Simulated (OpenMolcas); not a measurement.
**Ag³⁺ among point charges: CASSCF and CASPT2 levels and susceptibility**

Aim: the splitting of the states of Ag³⁺ in the field of 6 point charges, its lowest levels with spin-orbit coupling and its magnetic susceptibility.

Program: OpenMolcas 26.06. Level of theory: state-averaged CASSCF and CASPT2, spin-orbit coupling by RASSI with atomic mean-field integrals. These are calculated values, not measurements, unless marked.

### 1 The system

| Item | Value |
| --- | --- |
| Species | Ag³⁺ (silver, Z = 47, 44 electrons) |
| Basis | ANO-RCC-VTZP [7s6p4d2f1g], 68 functions |
| Scalar Hamiltonian | DKH2, point nucleus |
| Inactive shells | 1s 2s 2p 3s 3p 3d 4s 4p |
| Active space | 8 electrons in 5 orbitals (4d) |
| Some configurations of this space | 4d⁸ |
| Orbitals | optimised for each spin and parity, averaged over all roots |

Outer shells as boxes (Hund's rule):

4d8
```
4d [↑↓][↑↓][↑↓][↑ ][↑ ]
```

The ion sits among 6 point charges of -1.7 e arranged as an octahedron (Oh), 2.33 Å from the ion.

Each step is its own input file, run in one work folder so that later steps find the files of earlier ones. Labels, J, g values, rates, χT and fits are worked out afterwards by a script from the matrices that RASSI stores. The input lists half of the charges; inversion (Group=XYZ) makes the rest.

### 2 GATEWAY and SEWARD: basis and integrals

Input file a.inp:

```
&GATEWAY
Coord
1

Ag 0.0 0.0 0.0
Basis=ANO-RCC-VTZP
Group=XYZ
NoMove
AngMom=0.0 0.0 0.0
AMFI
XField
3 Angstrom 0
2.330000 0.000000 0.000000 -1.700000
0.000000 2.330000 0.000000 -1.700000
0.000000 0.000000 2.330000 -1.700000
&SEWARD
```

Run with:

```bash
$ OMP_NUM_THREADS=1 MOLCAS_MEM=1689 MOLCAS_PROJECT=a pymolcas a.inp > a.log
```

### 3 Reference wave functions, triplets of even parity, 10 roots

Input file a.inp:

```
&RASSCF
FileOrb=start.orb
Symmetry=1
Spin=3
nActEl=8 0 0
Inactive=9 9
Ras2=5 0
CIRoot=10 10 1
SDav=10
CIMx=300
Iter=120 100
PrWF=0.3
OrbListing=Nothing
MaxOrb=0
>>> COPY $Project.JobIph JOB001
```

start.orb holds the contracted functions of the basis, ordered by shell, or the orbitals of the step before.

### 4 Reference wave functions, singlets of even parity, 15 roots

Input file a.inp:

```
&RASSCF
FileOrb=start.orb
Symmetry=1
Spin=1
nActEl=8 0 0
Inactive=9 9
Ras2=5 0
CIRoot=15 15 1
SDav=15
CIMx=300
Iter=120 100
PrWF=0.3
OrbListing=Nothing
MaxOrb=0
>>> COPY $Project.JobIph JOB002
```

### 5 State interaction with spin-orbit coupling

Input file a.inp:

```
&RASSI
NrOfJobIphs=2 10 15
1 2 3 4 5 6 7 8 9 10
1 2 3 4 5 6 7 8 9 10 11 12 13 14 15
IphNames
JOB001
JOB002
EJob
SpinOrbit
DIPRint=1.0
SOCoupling=1000.0
Subsets=2
Property=9
'ANGMOM' 1 'ANGMOM' 2 'ANGMOM' 3 'MLTPL  1' 1 'MLTPL  1' 2 'MLTPL  1' 3
'AMFI' 1 'AMFI' 2 'AMFI' 3
SOProperty=3
'ANGMOM' 1 'ANGMOM' 2 'ANGMOM' 3
```

### 6 CASPT2: IPEA 0.25, imaginary shift 0.1 (closed shells correlated: 4s 4p)

Input file a.inp:

```
>>> COPY JOB001 $Project.JobIph
&CASPT2
Multistate=10 1 2 3 4 5 6 7 8 9 10
NoMult
Frozen=8 6
IPEA=0.25
Imaginary=0.1
MaxIter=60
WThr=0.0 0.3 0.05
PrWF=0.5
NoMix
>>> COPY JOB002 $Project.JobIph
&CASPT2
Multistate=15 1 2 3 4 5 6 7 8 9 10 11 12 13 14 15
NoMult
Frozen=8 6
IPEA=0.25
Imaginary=0.1
MaxIter=60
WThr=0.0 0.3 0.05
PrWF=0.5
NoMix
```

(Steps that only read results are left out.)

Q: Predict the outcome of this session. Wanted: spin-free ground state; first state of the same spin within the active space; lowest level; next level.

The runs gave:

| quantity | value |
| --- | --- |
| method | SS-CASPT2, IPEA 0.25, imaginary shift 0.1 (closed shells correlated: 4s 4p) |
| spin-free ground state | 3A2, 1-fold in its orbital part |
| first state of the same spin within the active space | 3T2 at 2320 cm⁻¹ |
| lowest level | 3-fold T2 |
| next level | 1778.6 cm⁻¹ |
| χT at 300 K | 2.75 cm³ K/mol |
| effective moment at 300 K | 4.69 μB |

Cost by method:

```
                                              method  time of its own steps  time with the reference
                                           A. CASSCF                  3.5 s                    3.5 s
B. SS-CASPT2, IPEA 0.25, imaginary shift 0.1, +4s 4p                  2.1 s                    5.6 s
```

Times are of one thread on a shared host.

In words: The spin-free ground state (3A2) comes to 100 % from free-ion F terms and keeps the highest spin of the shell. χT at 300 K is 2.75, against 1.00 cm³ K/mol for the spin alone, so orbital moment adds to it. CASPT2 does not keep the components of a term degenerate, and the means are used. The field of point charges can differ much from that of real complexes. This is an electrostatic model: the charges have no orbitals.
